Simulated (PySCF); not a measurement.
# Tm(CH3)2: other functionals and bases at one geometry

An exercise on one series of results from a longer session: the logs are not shown, and one member is left open.

Program: PySCF 2.14.0. Level of theory: several levels, as the steps say, no spin–orbit coupling. These are calculated values, not measurements.

1 further run of the same task is left out (for a known fault of the program).

**Starting geometry**

9 atoms, charge 0, spin multiplicity 1.

Bond lengths: Tm1–C2 2.499 Å, Tm1–C6 2.499 Å, C2–H3 1.107 Å, C2–H4 1.108 Å, C2–H5 1.108 Å, C6–H7 1.107 Å, C6–H8 1.108 Å, C6–H9 1.108 Å. Angles: C2–Tm1–C6 114.6°, Tm1–C2–H3 117.2°, Tm1–C2–H4 110.3°, Tm1–C2–H5 110.3°, H3–C2–H4 106.3°, H3–C2–H5 106.3°, H4–C2–H5 105.7°, Tm1–C6–H7 117.2°, Tm1–C6–H8 110.3°, Tm1–C6–H9 110.3°, H7–C6–H8 106.3°, H7–C6–H9 106.3°, H8–C6–H9 105.7°.

Coordinates:

```
atom     x (Å)     y (Å)     z (Å)
 Tm1   0.00000   0.00000  -0.50855
  C2   2.10292   0.00000   0.84110
  H3   3.06031   0.00000   0.28530
  H4   2.13172   0.88307   1.50952
  H5   2.13172  -0.88307   1.50952
  C6  -2.10292   0.00000   0.84110
  H7  -3.06031   0.00000   0.28530
  H8  -2.13172  -0.88307   1.50952
  H9  -2.13172   0.88307   1.50952
```

Formal oxidation states: Tm +2. Each metal's 13 4f electrons lie in its core potential, so multiplicities, spins and levels count the valence alone. An earlier session relaxed this geometry at PBE0, Tm lcecp-0-SVP with ECP59, C def2-SVP, H def2-SVP (singlet, point group C2v).

At PBE0 on the finer grid: E = -112.063757 Eh, frontier levels not given, since the 4f levels lie in the core, Mulliken charge on Tm1 +0.71 e, largest force component 0.011 eV/Å. 

Levels to run: TPSS; BLYP; PBE0, TZVP. Hardware: 2 threads of Arm Neoverse V2, shared host.

The first run:

File run.py (the lines that set the calculation):

```python
mol = gto.M(atom='''
Tm     0.00000     0.00000    -0.50855
C      2.10292     0.00000     0.84110
H      3.06031     0.00000     0.28530
H      2.13172     0.88307     1.50952
H      2.13172    -0.88307     1.50952
C     -2.10292     0.00000     0.84110
H     -3.06031     0.00000     0.28530
H     -2.13172    -0.88307     1.50952
H     -2.13172     0.88307     1.50952''',
    basis={'Tm': 'lcecp-0-SVP', 'C': 'def2-SVP', 'H': 'def2-SVP'},
    ecp={'Tm': 'lcecp-0-SVP'},
    charge=0, spin=0)
mf = dft.RKS(mol, xc='TPSS')
mf.grids.atom_grid = (75, 302)  # f atoms: unpruned, at least (60, 302)
mf = mf.density_fit()  # fitting sets: Tm AutoAux, C def2-universal-JKFIT, H def2-universal-JKFIT
mf.conv_tol = 1e-08; mf.max_cycle = 55
mf.kernel(dm0)  # dm0: the density of the relaxed state
```

On the command line:

```console
$ OMP_NUM_THREADS=2 python run.py
```

Steps of the session up to this table: TPSS; BLYP; PBE0, TZVP.

One of the session's tables, all rows but one given; the rest of the session is left out.

```
              level  charge on Tm1 (e)  dipole (D)  largest force component (eV/Å)
PBE0 (relaxed here)               0.71        5.70                            0.01
               TPSS                  ?           ?                               ?
               BLYP               0.54        4.85                            0.37
         PBE0, TZVP               1.21        5.98                            0.24
```

Estimate the missing values for TPSS.

**Answer.** charge on Tm1 (e): 0.66; dipole (D): 5.44; largest force component (eV/Å): 0.20. In the column «charge on Tm1 (e)» it lies between BLYP (0.54) and PBE0 (relaxed here) (0.71).

The largest leftover force, 0.37 eV/Å with BLYP, stands at a geometry relaxed at another level. With 4f in the core, its levels are missing from HOMO and gap, and its count is fixed, so no charge can pass from the ligands into it. Total energies of different levels can't be compared.
